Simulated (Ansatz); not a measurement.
# CH5BGeO2: up Jacob's ladder to CCSD(T)

One table from this session's results is given with a row withheld; the runs are named, their logs left out.

Program: Ansatz 0.2.0, Gaussian basis. Level of theory: functionals in def2-TZVPP, the program's frozen cores in correlated methods. These are calculated values, not measurements.

Levels to be run: PBE-D4, r2SCAN-D4, PBE0-D4, B3LYP-D4, ωB97X-V, ωB97M-V, B2PLYP; CCSD(T)/def2-TZVPP; MP2/def2-QZVPP; extrapolation to the limit.

## The geometry

All runs share one geometry, relaxed beforehand with PBE0-D4 in a triple-zeta def2 set.

10 atoms, charge 0, spin multiplicity 1.

Atoms are counted from 1 here; the program's logs count them from 0.

Bond lengths: B1–Ge2 2.058 Å, B1–H6 1.192 Å, B1–H7 1.192 Å, Ge2–O3 1.809 Å, Ge2–O5 1.809 Å, Ge2–H8 1.550 Å, O3–C4 1.421 Å, C4–O5 1.421 Å, C4–H9 1.099 Å, C4–H10 1.098 Å. Angles: Ge2–B1–H6 120.1°, Ge2–B1–H7 120.1°, H6–B1–H7 119.8°, B1–Ge2–O3 116.6°, B1–Ge2–O5 116.6°, B1–Ge2–H8 115.2°, O3–Ge2–O5 76.6°, O3–Ge2–H8 113.1°, O5–Ge2–H8 113.1°, Ge2–O3–C4 89.5°, O3–C4–O5 104.3°, O3–C4–H9 110.6°, O3–C4–H10 110.7°, O5–C4–H9 110.6°, O5–C4–H10 110.7°, H9–C4–H10 109.9°, Ge2–O5–C4 89.5°.

The first run:

Input file in.yaml:

```yaml
crystal:
  periodic: [false, false, false]
  atoms:
    - {symbol: B, position_ang: [-1.558611, 0.752148, 1.287017]}
    - {symbol: Ge, position_ang: [0.328147, 0.278243, 0.614498]}
    - {symbol: O, position_ang: [0.537464, -1.361111, -0.121360]}
    - {symbol: C, position_ang: [0.831816, -0.749404, -1.369562]}
    - {symbol: O, position_ang: [0.684813, 0.641849, -1.121400]}
    - {symbol: H, position_ang: [-2.039763, 1.810399, 1.022046]}
    - {symbol: H, position_ang: [-2.173181, -0.030313, 1.944046]}
    - {symbol: H, position_ang: [1.486037, 0.669006, 1.567404]}
    - {symbol: H, position_ang: [1.860636, -0.979435, -1.678666]}
    - {symbol: H, position_ang: [0.125542, -1.082682, -2.141124]}
basis:
  gaussian: {orbitals: def2-TZVPP}
hamiltonian: {xc: pbe, dispersion: d4}
output: {forces: true, orbitals: {seedname: orbitals}}
```

The run is started by

```console
ansatz run in.yaml --threads 4 --pin off --events-out ev --progress --plain --max-ram 10444MiB
```

Steps of the session up to this table: PBE-D4 (GGA); r2SCAN-D4 (meta-GGA); PBE0-D4 (hybrid); B3LYP-D4 (hybrid); ωB97X-V (range-separated); ωB97M-V (range-separated); B2PLYP (double hybrid); CCSD(T) in def2-TZVPP; MP2 in def2-QZVPP.

One of the session's tables, all rows but one given; the rest of the session is left out.

It belongs to the step «Atomisation energies». 

```
            method  atomisation energy (kcal/mol)
            PBE-D4                          862.9
         r2SCAN-D4                          849.1
           PBE0-D4                          842.7
          B3LYP-D4                          840.0
           ωB97X-V                          849.8
           ωB97M-V                          844.4
            B2PLYP                          834.7
     HF/def2-TZVPP                          590.6
    MP2/def2-TZVPP                          844.4
   CCSD/def2-TZVPP                          809.3
CCSD(T)/def2-TZVPP                          824.3
           MP2/CBS                          865.4
       CCSD(T)/CBS                              ?
```

Q: Estimate the row for CCSD(T)/CBS from the others.

The run gave: atomisation energy (kcal/mol): 845.3. In the column «atomisation energy (kcal/mol)» it lies between MP2/def2-TZVPP (844.4) and r2SCAN-D4 (849.1).
